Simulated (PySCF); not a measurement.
# LaP5 (La(P5)2+): the cost of one run

Computed with PySCF 2.14.0. Level: PBE0, La lcecp-1-SVP with ECP46, P def2-SVP; scalar-relativistic core potentials, no spin–orbit coupling.

2 further runs of the same task are left out: 2 for a known fault of the program.

### 1 The system as given

6 atoms, charge 2, spin multiplicity 1.

Bond lengths: La1–P2 3.079 Å, La1–P3 3.079 Å, La1–P4 3.079 Å, La1–P5 3.079 Å, La1–P6 3.079 Å, P2–P3 2.143 Å, P2–P6 2.143 Å, P3–P4 2.143 Å, P4–P5 2.143 Å, P5–P6 2.143 Å. Angles: P2–La1–P3 40.7°, P2–La1–P4 68.5°, P2–La1–P5 68.5°, P2–La1–P6 40.7°, P3–La1–P4 40.7°, P3–La1–P5 68.5°, P3–La1–P6 68.5°, P4–La1–P5 40.7°, P4–La1–P6 68.5°, P5–La1–P6 40.7°, La1–P2–P3 69.6°, La1–P2–P6 69.6°, P3–P2–P6 108.0°, La1–P3–P2 69.6°, La1–P3–P4 69.6°, P2–P3–P4 108.0°, La1–P4–P3 69.6°, La1–P4–P5 69.6° and more.

As a file:

```xyz
6
LaP5
La    0.00000    0.00000   -1.33308
P     1.82274    0.00002    1.14837
P     0.56324    1.73354    1.14837
P    -1.47464    1.07136    1.14837
P    -1.47462   -1.07140    1.14837
P     0.56328   -1.73352    1.14837
```

Formal oxidation states: La +3. The 4f shell is empty and lies in the core potential. An earlier session relaxed this geometry at PBE0, La lcecp-1-SVP with ECP46, P def2-SVP (singlet, point group C5v).

Its energy there is -1736.626573 Eh.

### 2 Atoms moved at random, σ = 0.03 Å

run.py (the lines that set the calculation) reads:

```python
mol = gto.M(atom='''
La    -0.02870    -0.00081    -1.35250
P      1.82954    -0.03542     1.14064
P      0.58541     1.76725     1.12701
P     -1.49704     1.10897     1.13096
P     -1.46926    -1.07209     1.14785
P      0.58004    -1.76789     1.21482''',
    basis={'La': 'lcecp-1-SVP', 'P': 'def2-SVP'},
    ecp={'La': 'lcecp-1-SVP'},
    charge=2, spin=0)
mf = dft.RKS(mol, xc='PBE0')
mf.grids.atom_grid = (50, 194)  # f atoms: unpruned, at least (60, 302)
mf = mf.density_fit()  # fitting sets: La AutoAux, P def2-universal-JKFIT
mf.conv_tol = 1e-08; mf.max_cycle = 55
mf.kernel(dm0)  # dm0: the density of the relaxed state
```

On the command line:

```
OMP_NUM_THREADS=2 python run.py
```

**Question.** How long does this run take on 2 threads of Intel Xeon 6975P-C (Granite Rapids), shared host?

About 6 s.
